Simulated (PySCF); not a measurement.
# C2H6FNSi: NMR shifts at several levels of theory

How much do the NMR shifts of C2H6FNSi (`C=C(F)[SiH2]N`) depend on the level of theory, and what does each level cost?

Computed with PySCF 2.14.0, with density-fitted response routines of our own, on a single molecule in the gas phase. Atoms are numbered from 0 throughout.

**1. Starting geometry**

11 atoms, charge 0, multiplicity 1; geometry from: PBE0-D3(BJ)/def2-SVP.

Bonds of the start (Å): C0–C1 1.33, C1–F2 1.35, C1–Si3 1.89, Si3–N4 1.73, C0–H5 1.09, C0–H6 1.09, Si3–H7 1.50, Si3–H8 1.49, N4–H9 1.01, N4–H10 1.01.

**2. Nuclear shieldings: PBE0/pcSseg-2**

What the job is given:

```
{"job": {"kind": "nmr", "xc": "PBE0", "basis": "pcSseg-2", "pop": false}, "charge": 0, "multiplicity": 1}
C     -1.730532    -0.476585    -0.382693
C     -0.951732     0.603576    -0.421710
F     -1.467956     1.798973    -0.766364
Si     0.893027     0.630541    -0.020569
N      1.324237    -0.884214     0.687720
H     -1.283515    -1.434316    -0.110891
H     -2.796979    -0.427343    -0.620414
H      1.121145     1.838769     0.834409
H      1.699927     0.775945    -1.268009
H      1.048491    -1.125758     1.632111
H      2.193442    -1.333754     0.428135
```

Level: GIAO PBE0/pcSseg-2 NMR shielding, non-relativistic, gas phase.

The run is started by

```console
$ OMP_NUM_THREADS=1 python probes_run.py task.json out
```

The driver reads the jobs from task.json and runs them one after another.

The log of the run:

```text
coarse grid: 9664 points
cycle   1  E = -523.5732182699  dE =  3.650e-01  |g| = 5.875e-01  |ddm| = 2.320e+00
cycle   2  E = -523.5205996177  dE =  5.262e-02  |g| = 7.904e-01  |ddm| = 7.921e-01
cycle   3  E = -523.6362284376  dE = -1.156e-01  |g| = 7.709e-02  |ddm| = 4.870e-01
cycle   4  E = -523.6374183316  dE = -1.190e-03  |g| = 3.367e-02  |ddm| = 8.213e-02
cycle   5  E = -523.6376765200  dE = -2.582e-04  |g| = 1.067e-02  |ddm| = 2.885e-02
cycle   6  E = -523.6376975057  dE = -2.099e-05  |g| = 4.227e-03  |ddm| = 8.620e-03
cycle   7  E = -523.6377019136  dE = -4.408e-06  |g| = 5.197e-04  |ddm| = 2.961e-03
final grid: 89176 points
cycle   8  E = -523.6422478661  dE = -6.272e-05  |g| = 7.837e-03  |ddm| = 2.649e-02
cycle   9  E = -523.6422358637  dE =  1.200e-05  |g| = 1.117e-02  |ddm| = 1.081e-02
cycle  10  E = -523.6422608038  dE = -2.494e-05  |g| = 1.035e-03  |ddm| = 6.352e-03
cycle  11  E = -523.6422609857  dE = -1.819e-07  |g| = 3.618e-04  |ddm| = 1.028e-03
cycle  12  E = -523.6422610067  dE = -2.105e-08  |g| = 1.309e-04  |ddm| = 2.718e-04
cycle  13  E = -523.6422610106  dE = -3.912e-09  |g| = 3.558e-05  |ddm| = 9.739e-05
cycle  14  E = -523.6422610109  dE = -3.092e-10  |g| = 6.323e-06  |ddm| = 2.947e-05
converged SCF energy = -523.6422610109

GIAO shielding tensors (ppm)
atom      isotropic    diamagn.    paramagn.     s11        s22        s33       span
  0 C       67.095     255.194    -188.099    -60.263     97.344    164.203    224.466
  1 C       -1.064     252.082    -253.147   -110.294     38.155     68.945    179.239
  2 F      282.760     466.401    -183.641    158.821    264.134    425.325    266.505
  3 Si     390.707     877.162    -486.455    347.648    379.923    444.549     96.901
  4 N      256.934     316.369     -59.435    230.889    261.554    278.358     47.469
  5 H       25.665      32.233      -6.568     23.043     24.135     29.818      6.774
  6 H       25.559      29.487      -3.928     22.069     25.291     29.318      7.249
  7 H       26.314      28.820      -2.506     22.838     25.107     30.997      8.159
  8 H       26.440      29.025      -2.585     23.656     24.982     30.682      7.026
  9 H       31.091      31.599      -0.509     24.470     26.874     41.928     17.458
 10 H       30.650      30.330       0.320     23.749     26.051     42.149     18.400
```

Run time: 53 s. Hardware: 1 thread of Arm Neoverse N1, shared host; peak memory 1 GiB.

The references, computed at this level on geometries of the same kind, shield at (ppm): ¹H TMS 31.25, ¹³C TMS 184.1, ²⁹Si TMS 341.3, ¹⁹F CFCl3 175.8, ¹⁵N NH3 261.7. Their shielding less the atom's gives the shift. The references are single molecules in the gas phase, so shifts against H2O, NH3, PH3, H3PO4 or CFCl3 are not on the usual liquid scales and can be off by tens of ppm. Atoms listed in one row are averaged.

```
  atoms                           environment  σ (ppm)  δ (ppm)
     C1       fully substituted alkene carbon     -1.1    185.2
     C0                  terminal =CH2 carbon     67.1    117.0
     H6    hydrogen on a terminal =CH2 carbon    25.56     5.69
     H5    hydrogen on a terminal =CH2 carbon    25.67     5.58
 H7, H8  hydrogen on a silicon bonded to C, N    26.38     4.87
H9, H10   hydrogen on a nitrogen bonded to Si    30.87     0.37
     F2                      vinylic fluorine    282.8   -107.0
    Si3           silicon bonded to C, N, 2 H    390.7    -49.4
     N4            nitrogen bonded to Si, 2 H    256.9      4.8
```

**3. Shielding tensors: mPW1PW91/pcSseg-2**

The job, as its differences from that of step 2:

```diff
@@ -1,2 +1,2 @@
-{"job": {"kind": "nmr", "xc": "PBE0", "basis": "pcSseg-2", "pop": false}, "charge": 0, "multiplicity": 1}
+{"job": {"kind": "nmr", "xc": "mPW1PW91", "basis": "pcSseg-2", "pop": false}, "charge": 0, "multiplicity": 1}
 C     -1.730532    -0.476585    -0.382693
```

Method: GIAO mPW1PW91/pcSseg-2 NMR shielding, non-relativistic, gas phase.

The log of the run:

```text
coarse grid: 9664 points
cycle   1  E = -523.9041849363  dE =  3.653e-01  |g| = 6.020e-01  |ddm| = 2.316e+00
cycle   2  E = -523.8493395519  dE =  5.485e-02  |g| = 8.112e-01  |ddm| = 8.074e-01
cycle   3  E = -523.9700324299  dE = -1.207e-01  |g| = 7.691e-02  |ddm| = 4.992e-01
cycle   4  E = -523.9712176932  dE = -1.185e-03  |g| = 3.312e-02  |ddm| = 8.216e-02
cycle   5  E = -523.9714686836  dE = -2.510e-04  |g| = 1.063e-02  |ddm| = 2.877e-02
cycle   6  E = -523.9714896822  dE = -2.100e-05  |g| = 4.245e-03  |ddm| = 8.589e-03
cycle   7  E = -523.9714941457  dE = -4.463e-06  |g| = 5.567e-04  |ddm| = 3.001e-03
final grid: 89176 points
cycle   8  E = -523.9750722006  dE = -5.615e-05  |g| = 6.300e-03  |ddm| = 2.579e-02
cycle   9  E = -523.9750642921  dE =  7.909e-06  |g| = 9.063e-03  |ddm| = 8.646e-03
cycle  10  E = -523.9750804194  dE = -1.613e-05  |g| = 8.014e-04  |ddm| = 5.071e-03
cycle  11  E = -523.9750805280  dE = -1.085e-07  |g| = 3.211e-04  |ddm| = 8.399e-04
cycle  12  E = -523.9750805453  dE = -1.736e-08  |g| = 1.165e-04  |ddm| = 2.454e-04
cycle  13  E = -523.9750805485  dE = -3.196e-09  |g| = 2.716e-05  |ddm| = 8.470e-05
cycle  14  E = -523.9750805487  dE = -1.826e-10  |g| = 5.357e-06  |ddm| = 2.381e-05
converged SCF energy = -523.9750805487

GIAO shielding tensors (ppm)
atom      isotropic    diamagn.    paramagn.     s11        s22        s33       span
  0 C       66.201     255.367    -189.166    -61.426     96.494    163.535    224.961
  1 C       -1.682     252.061    -253.743   -111.150     37.638     68.466    179.616
  2 F      283.867     466.488    -182.622    160.355    265.077    426.167    265.812
  3 Si     389.551     877.313    -487.762    346.881    378.986    442.787     95.906
  4 N      256.144     316.407     -60.263    230.079    260.679    277.673     47.593
  5 H       25.724      32.253      -6.528     23.093     24.196     29.884      6.790
  6 H       25.621      29.477      -3.857     22.140     25.342     29.379      7.239
  7 H       26.396      28.899      -2.504     22.932     25.194     31.061      8.129
  8 H       26.523      29.107      -2.584     23.742     25.070     30.758      7.016
  9 H       31.134      31.631      -0.497     24.535     26.951     41.917     17.382
 10 H       30.701      30.364       0.337     23.823     26.142     42.138     18.316
```

It took 53 s on 1 thread of Arm Neoverse N1, shared host; peak memory 1 GiB.

Key values: δ C1 185.2, C0 117.3, F2 -106.7, Si3 -49.5, H6 5.67, H5 5.57 ppm.

**4. Nuclear shieldings: WP04/pcSseg-2**

The job, as its differences from that of step 3:

```diff
@@ -1,2 +1,2 @@
-{"job": {"kind": "nmr", "xc": "mPW1PW91", "basis": "pcSseg-2", "pop": false}, "charge": 0, "multiplicity": 1}
+{"job": {"kind": "nmr", "xc": "WP04", "basis": "pcSseg-2", "pop": false}, "charge": 0, "multiplicity": 1}
 C     -1.730532    -0.476585    -0.382693
```

Level: GIAO WP04/pcSseg-2 NMR shielding, non-relativistic, gas phase.

The log of the run:

```text
coarse grid: 9664 points
cycle   1  E = -532.0404696300  dE =  3.655e-01  |g| = 9.898e-01  |ddm| = 2.300e+00
cycle   2  E = -531.7871955907  dE =  2.533e-01  |g| = 1.504e+00  |ddm| = 1.401e+00
cycle   3  E = -532.2069411400  dE = -4.197e-01  |g| = 1.555e-01  |ddm| = 9.934e-01
cycle   4  E = -532.2116870668  dE = -4.746e-03  |g| = 5.570e-02  |ddm| = 1.401e-01
cycle   5  E = -532.2124168759  dE = -7.298e-04  |g| = 1.917e-02  |ddm| = 4.969e-02
cycle   6  E = -532.2124826092  dE = -6.573e-05  |g| = 8.289e-03  |ddm| = 1.472e-02
cycle   7  E = -532.2124992777  dE = -1.667e-05  |g| = 2.216e-03  |ddm| = 6.439e-03
cycle   8  E = -532.2125002524  dE = -9.746e-07  |g| = 7.176e-04  |ddm| = 1.631e-03
final grid: 89176 points
cycle   9  E = -532.2195957151  dE = -9.651e-05  |g| = 7.094e-03  |ddm| = 3.643e-02
cycle  10  E = -532.2195827692  dE =  1.295e-05  |g| = 1.077e-02  |ddm| = 9.985e-03
cycle  11  E = -532.2196058347  dE = -2.307e-05  |g| = 1.249e-03  |ddm| = 6.003e-03
cycle  12  E = -532.2196060650  dE = -2.304e-07  |g| = 4.803e-04  |ddm| = 1.130e-03
cycle  13  E = -532.2196061004  dE = -3.534e-08  |g| = 2.154e-04  |ddm| = 3.815e-04
cycle  14  E = -532.2196061104  dE = -9.983e-09  |g| = 7.090e-05  |ddm| = 1.612e-04
cycle  15  E = -532.2196061117  dE = -1.295e-09  |g| = 1.147e-05  |ddm| = 5.313e-05
cycle  16  E = -532.2196061117  dE = -2.251e-11  |g| = 3.602e-06  |ddm| = 7.968e-06
converged SCF energy = -532.2196061117

GIAO shielding tensors (ppm)
atom      isotropic    diamagn.    paramagn.     s11        s22        s33       span
  0 C       54.515     255.345    -200.830    -72.541     84.041    152.045    224.586
  1 C      -13.698     254.048    -267.746   -119.680     23.845     54.740    174.421
  2 F      289.258     470.074    -180.817    172.611    277.670    417.491    244.880
  3 Si     381.989     879.156    -497.168    345.620    373.943    426.404     80.784
  4 N      243.901     317.498     -73.597    216.535    249.717    265.451     48.916
  5 H       26.229      32.813      -6.584     23.588     24.755     30.343      6.756
  6 H       26.174      29.686      -3.512     22.900     25.814     29.807      6.906
  7 H       27.299      29.497      -2.198     23.978     26.128     31.791      7.813
  8 H       27.506      29.811      -2.305     24.778     26.072     31.667      6.888
  9 H       31.368      32.099      -0.731     25.000     27.625     41.479     16.479
 10 H       30.995      30.574       0.421     24.408     26.881     41.697     17.289
```

It took 58 s on 1 thread of Arm Neoverse N1, shared host; peak memory 1 GiB.

Key values: δ C1 185.8, C0 117.6, F2 -111.9, Si3 -54.0, H6 5.44, H5 5.38 ppm.

**5. Nuclear shieldings: B97-2/pcSseg-2**

The job, as its differences from that of step 4:

```diff
@@ -1,2 +1,2 @@
-{"job": {"kind": "nmr", "xc": "WP04", "basis": "pcSseg-2", "pop": false}, "charge": 0, "multiplicity": 1}
+{"job": {"kind": "nmr", "xc": "B97-2", "basis": "pcSseg-2", "pop": false}, "charge": 0, "multiplicity": 1}
 C     -1.730532    -0.476585    -0.382693
```

Method: GIAO B97-2/pcSseg-2 NMR shielding, non-relativistic, gas phase.

The log of the run:

```text
coarse grid: 9664 points
cycle   1  E = -523.8826286637  dE =  3.553e-01  |g| = 6.199e-01  |ddm| = 2.326e+00
cycle   2  E = -523.8148929124  dE =  6.774e-02  |g| = 8.645e-01  |ddm| = 8.667e-01
cycle   3  E = -523.9525517724  dE = -1.377e-01  |g| = 7.963e-02  |ddm| = 5.470e-01
cycle   4  E = -523.9538448860  dE = -1.293e-03  |g| = 3.419e-02  |ddm| = 8.572e-02
cycle   5  E = -523.9541162267  dE = -2.713e-04  |g| = 1.141e-02  |ddm| = 3.006e-02
cycle   6  E = -523.9541413152  dE = -2.509e-05  |g| = 4.446e-03  |ddm| = 9.166e-03
cycle   7  E = -523.9541463070  dE = -4.992e-06  |g| = 6.905e-04  |ddm| = 3.305e-03
final grid: 89176 points
cycle   8  E = -523.9542294015  dE = -7.483e-05  |g| = 5.838e-03  |ddm| = 3.563e-02
cycle   9  E = -523.9542257113  dE =  3.690e-06  |g| = 7.277e-03  |ddm| = 6.465e-03
cycle  10  E = -523.9542334896  dE = -7.778e-06  |g| = 1.126e-03  |ddm| = 4.273e-03
cycle  11  E = -523.9542336605  dE = -1.709e-07  |g| = 3.823e-04  |ddm| = 7.407e-04
cycle  12  E = -523.9542336956  dE = -3.512e-08  |g| = 1.137e-04  |ddm| = 3.106e-04
cycle  13  E = -523.9542336982  dE = -2.586e-09  |g| = 4.511e-05  |ddm| = 9.697e-05
cycle  14  E = -523.9542336987  dE = -5.000e-10  |g| = 4.055e-06  |ddm| = 3.337e-05
converged SCF energy = -523.9542336987

GIAO shielding tensors (ppm)
atom      isotropic    diamagn.    paramagn.     s11        s22        s33       span
  0 C       69.175     255.526    -186.351    -54.826     98.928    163.423    218.249
  1 C        1.819     252.447    -250.629   -103.585     39.713     69.327    172.912
  2 F      284.679     466.867    -182.188    162.651    266.565    424.822    262.170
  3 Si     397.443     877.421    -479.978    356.103    386.995    449.233     93.129
  4 N      255.850     316.469     -60.620    229.600    260.687    277.262     47.662
  5 H       25.839      32.429      -6.590     23.300     24.287     29.930      6.631
  6 H       25.734      29.477      -3.743     22.272     25.456     29.473      7.201
  7 H       26.509      29.052      -2.543     23.061     25.314     31.153      8.093
  8 H       26.657      29.269      -2.612     23.889     25.208     30.875      6.986
  9 H       31.218      31.760      -0.541     24.645     27.092     41.918     17.273
 10 H       30.785      30.426       0.359     23.946     26.270     42.138     18.192
```

It took 55 s on 1 thread of Arm Neoverse N1, shared host; peak memory 1 GiB.

This run: δ C1 181.6, C0 114.3, F2 -107.3, Si3 -49.9, H6 5.63, H5 5.52 ppm.

**6. Nuclear shieldings: BHandHLYP/pcSseg-2**

The job, as its differences from that of step 5:

```diff
@@ -1,2 +1,2 @@
-{"job": {"kind": "nmr", "xc": "B97-2", "basis": "pcSseg-2", "pop": false}, "charge": 0, "multiplicity": 1}
+{"job": {"kind": "nmr", "xc": "BHandHLYP", "basis": "pcSseg-2", "pop": false}, "charge": 0, "multiplicity": 1}
 C     -1.730532    -0.476585    -0.382693
```

Level: GIAO BHandHLYP/pcSseg-2 NMR shielding, non-relativistic, gas phase.

The log of the run:

```text
coarse grid: 9664 points
cycle   1  E = -523.8371877482  dE =  4.039e-01  |g| = 5.586e-01  |ddm| = 2.293e+00
cycle   2  E = -523.8420509148  dE = -4.863e-03  |g| = 5.757e-01  |ddm| = 5.764e-01
cycle   3  E = -523.8974820567  dE = -5.543e-02  |g| = 5.203e-02  |ddm| = 2.958e-01
cycle   4  E = -523.8980282793  dE = -5.462e-04  |g| = 1.834e-02  |ddm| = 4.251e-02
cycle   5  E = -523.8981027723  dE = -7.449e-05  |g| = 6.090e-03  |ddm| = 1.834e-02
cycle   6  E = -523.8981108775  dE = -8.105e-06  |g| = 1.563e-03  |ddm| = 4.220e-03
final grid: 89176 points
cycle   7  E = -523.9024638103  dE = -2.214e-05  |g| = 4.008e-03  |ddm| = 1.637e-02
cycle   8  E = -523.9024632107  dE =  5.996e-07  |g| = 4.456e-03  |ddm| = 4.377e-03
cycle   9  E = -523.9024668358  dE = -3.625e-06  |g| = 2.142e-04  |ddm| = 2.231e-03
cycle  10  E = -523.9024668420  dE = -6.136e-09  |g| = 1.238e-04  |ddm| = 2.312e-04
cycle  11  E = -523.9024668445  dE = -2.542e-09  |g| = 3.369e-05  |ddm| = 8.906e-05
cycle  12  E = -523.9024668447  dE = -2.105e-10  |g| = 7.375e-06  |ddm| = 2.324e-05
converged SCF energy = -523.9024668447

GIAO shielding tensors (ppm)
atom      isotropic    diamagn.    paramagn.     s11        s22        s33       span
  0 C       65.702     253.666    -187.964    -66.492     99.427    164.171    230.664
  1 C       -1.526     251.762    -253.288   -119.985     42.005     73.402    193.388
  2 F      309.218     467.524    -158.306    193.922    295.983    437.748    243.827
  3 Si     396.678     875.613    -478.936    356.824    386.769    446.440     89.616
  4 N      256.950     316.194     -59.243    231.104    261.573    278.175     47.071
  5 H       25.904      32.285      -6.381     23.425     24.252     30.034      6.609
  6 H       25.736      29.628      -3.891     22.328     25.246     29.635      7.307
  7 H       26.766      28.824      -2.058     23.338     25.525     31.435      8.097
  8 H       26.873      29.024      -2.151     24.045     25.353     31.221      7.176
  9 H       31.177      31.838      -0.661     24.511     26.954     42.068     17.557
 10 H       30.737      30.563       0.174     23.838     26.091     42.283     18.444
```

Wall time 51 s (1 thread of Arm Neoverse N1, shared host); peak memory 1 GiB.

Key values: δ C1 185.8, C0 118.6, F2 -107.2, Si3 -50.9, H6 5.71, H5 5.55 ppm.

**7. Nuclear shieldings: CAM-B3LYP/pcSseg-2**

The job, as its differences from that of step 6:

```diff
@@ -1,2 +1,2 @@
-{"job": {"kind": "nmr", "xc": "BHandHLYP", "basis": "pcSseg-2", "pop": false}, "charge": 0, "multiplicity": 1}
+{"job": {"kind": "nmr", "xc": "CAM-B3LYP", "basis": "pcSseg-2", "pop": false}, "charge": 0, "multiplicity": 1}
 C     -1.730532    -0.476585    -0.382693
```

Level: GIAO CAM-B3LYP/pcSseg-2 NMR shielding, non-relativistic, gas phase.

The log of the run:

```text
coarse grid: 9664 points
cycle   1  E = -523.8690714631  dE =  3.939e-01  |g| = 6.020e-01  |ddm| = 2.287e+00
cycle   2  E = -523.8550889074  dE =  1.398e-02  |g| = 7.045e-01  |ddm| = 6.645e-01
cycle   3  E = -523.9364553945  dE = -8.137e-02  |g| = 5.636e-02  |ddm| = 3.483e-01
cycle   4  E = -523.9369884476  dE = -5.331e-04  |g| = 2.343e-02  |ddm| = 4.088e-02
cycle   5  E = -523.9370914073  dE = -1.030e-04  |g| = 9.439e-03  |ddm| = 2.165e-02
cycle   6  E = -523.9371075639  dE = -1.616e-05  |g| = 2.337e-03  |ddm| = 5.422e-03
cycle   7  E = -523.9371087104  dE = -1.147e-06  |g| = 6.134e-04  |ddm| = 2.009e-03
final grid: 89176 points
cycle   8  E = -523.9433159662  dE = -3.865e-05  |g| = 3.989e-03  |ddm| = 1.852e-02
cycle   9  E = -523.9433151807  dE =  7.854e-07  |g| = 4.636e-03  |ddm| = 4.423e-03
cycle  10  E = -523.9433189720  dE = -3.791e-06  |g| = 4.659e-04  |ddm| = 2.289e-03
cycle  11  E = -523.9433190001  dE = -2.806e-08  |g| = 1.968e-04  |ddm| = 4.005e-04
cycle  12  E = -523.9433190067  dE = -6.598e-09  |g| = 5.157e-05  |ddm| = 1.470e-04
cycle  13  E = -523.9433190071  dE = -4.823e-10  |g| = 1.377e-05  |ddm| = 3.621e-05
converged SCF energy = -523.9433190071

GIAO shielding tensors (ppm)
atom      isotropic    diamagn.    paramagn.     s11        s22        s33       span
  0 C       63.662     253.524    -189.862    -67.512     96.240    162.258    229.770
  1 C       -7.123     251.305    -258.428   -122.594     35.001     66.224    188.818
  2 F      293.202     467.187    -173.985    173.234    277.438    428.933    255.699
  3 Si     381.244     876.118    -494.874    337.546    370.341    435.845     98.299
  4 N      255.902     315.148     -59.246    229.547    261.172    276.986     47.439
  5 H       25.784      32.061      -6.277     23.213     24.245     29.892      6.679
  6 H       25.635      29.880      -4.246     22.225     25.326     29.352      7.126
  7 H       26.527      28.665      -2.138     23.106     25.331     31.144      8.038
  8 H       26.636      28.856      -2.220     23.866     25.163     30.880      7.014
  9 H       31.159      31.678      -0.519     24.600     27.009     41.867     17.267
 10 H       30.695      30.494       0.201     23.899     26.130     42.055     18.155
```

It took 71 s on 1 thread of Arm Neoverse N1, shared host; peak memory 1.2 GiB.

Key values: δ C1 189.7, C0 118.9, F2 -107.2, Si3 -52.3, H6 5.70, H5 5.55 ppm.

**8. Shielding tensors: wB97X-D/pcSseg-2**

The job, as its differences from that of step 7:

```diff
@@ -1,2 +1,2 @@
-{"job": {"kind": "nmr", "xc": "CAM-B3LYP", "basis": "pcSseg-2", "pop": false}, "charge": 0, "multiplicity": 1}
+{"job": {"kind": "nmr", "xc": "wB97X-D", "basis": "pcSseg-2", "pop": false}, "charge": 0, "multiplicity": 1}
 C     -1.730532    -0.476585    -0.382693
```

With the program's defaults for keys left out, this is: GIAO wB97X-D/pcSseg-2 NMR shielding, non-relativistic, gas phase.

The log of the run:

```text
coarse grid: 9664 points
cycle   1  E = -523.8685385632  dE =  3.975e-01  |g| = 5.939e-01  |ddm| = 2.297e+00
cycle   2  E = -523.8736151243  dE = -5.077e-03  |g| = 6.282e-01  |ddm| = 5.726e-01
cycle   3  E = -523.9361977947  dE = -6.258e-02  |g| = 5.315e-02  |ddm| = 2.858e-01
cycle   4  E = -523.9367250067  dE = -5.272e-04  |g| = 2.436e-02  |ddm| = 4.283e-02
cycle   5  E = -523.9368399117  dE = -1.149e-04  |g| = 9.830e-03  |ddm| = 2.389e-02
cycle   6  E = -523.9368590679  dE = -1.916e-05  |g| = 1.832e-03  |ddm| = 6.500e-03
cycle   7  E = -523.9368601760  dE = -1.108e-06  |g| = 7.106e-04  |ddm| = 2.500e-03
final grid: 89176 points
cycle   8  E = -523.9464855549  dE = -1.567e-04  |g| = 1.006e-02  |ddm| = 3.762e-02
cycle   9  E = -523.9464813322  dE =  4.223e-06  |g| = 1.164e-02  |ddm| = 9.561e-03
cycle  10  E = -523.9465028079  dE = -2.148e-05  |g| = 6.157e-04  |ddm| = 5.023e-03
cycle  11  E = -523.9465028600  dE = -5.216e-08  |g| = 4.268e-04  |ddm| = 6.213e-04
cycle  12  E = -523.9465028917  dE = -3.172e-08  |g| = 8.371e-05  |ddm| = 2.736e-04
cycle  13  E = -523.9465028935  dE = -1.771e-09  |g| = 1.944e-05  |ddm| = 8.524e-05
cycle  14  E = -523.9465028937  dE = -2.217e-10  |g| = 5.484e-06  |ddm| = 5.460e-05
converged SCF energy = -523.9465028937

GIAO shielding tensors (ppm)
atom      isotropic    diamagn.    paramagn.     s11        s22        s33       span
  0 C       65.871     255.354    -189.483    -63.898     97.489    164.021    227.919
  1 C       -1.817     252.646    -254.463   -114.495     39.636     69.408    183.903
  2 F      290.033     466.208    -176.175    168.498    271.698    429.902    261.403
  3 Si     390.543     876.829    -486.286    347.004    379.921    444.703     97.699
  4 N      256.653     316.677     -60.024    230.717    261.230    278.012     47.294
  5 H       25.776      32.297      -6.521     23.133     24.276     29.920      6.787
  6 H       25.652      29.547      -3.895     22.168     25.335     29.454      7.286
  7 H       26.533      28.837      -2.305     23.090     25.328     31.180      8.091
  8 H       26.637      29.023      -2.386     23.851     25.163     30.898      7.047
  9 H       31.150      31.658      -0.509     24.562     26.953     41.935     17.373
 10 H       30.732      30.378       0.354     23.888     26.142     42.166     18.278
```

Run time: 71 s. Hardware: 1 thread of Arm Neoverse N1, shared host; peak memory 1.1 GiB.

In short: δ C1 186.2, C0 118.5, F2 -103.6, Si3 -49.8, H6 5.70, H5 5.58 ppm.

(Part 1 of 2 ends here.)
